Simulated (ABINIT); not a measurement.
The system is RuRh.

```xyz
2
Lattice="2.7094 0.0000 0.0000 -1.3547 2.3464 0.0000 0.0000 0.0000 4.2984" Properties=species:S:1:pos:R:3 pbc="T T T"
Rh    1.3547    0.7821    0.0000
Ru    0.0000    0.0000    2.1492
```

The cell comes from a database or a generator and needn't be the stable form of this composition.

```yaml
Program: ABINIT 10.8.3 (patched build)
Task: relaxation of cell and atoms
Functional: RPBE
Potentials_or_basis: JTH PAW PBE v2.0
Cutoff: 517 eV
k_mesh: 11 × 11 × 6
Occupations: fermi-dirac, width 0.05 eV
Spin: no spin polarisation
```

At the start: pressure 9.2 GPa; volume 13.66 Å³/atom.

Task: Where does the relaxation end?

Result: Over 6 steps the energy falls by 12.2 meV/atom and the volume is 14.10 Å³/atom (+3.2 %); space group P-6m2 (No. 187, to 0.05 Å).

The path:
```csv
step,energy change (eV),largest force (eV/Å),pressure (GPa),volume (Å³)
1,0.0000,0.0000,9.16,27.33
2,-0.0240,0.0000,1.00,28.10
3,-0.0243,0.0000,0.04,28.20
4,-0.0243,0.0000,-0.02,28.21
5,-0.0243,0.0000,-0.02,28.21
6,-0.0243,0.0000,0.00,28.21
```

Final structure:
```cif
data_structure
_symmetry_space_group_name_H-M 'P 1'
_symmetry_Int_Tables_number 1
_cell_length_a 2.7393
_cell_length_b 2.7393
_cell_length_c 4.3402
_cell_angle_alpha 90.000
_cell_angle_beta 90.000
_cell_angle_gamma 120.000
_cell_volume 28.21
loop_
_atom_site_label
_atom_site_type_symbol
_atom_site_fract_x
_atom_site_fract_y
_atom_site_fract_z
_atom_site_occupancy
Rh1 Rh 0.66667 0.33333 0.00000 1
Ru1 Ru 0.00000 0.00000 0.50000 1
```

Caveat: the PAW data sets were made with another functional, which shifts forces and pressure a little.
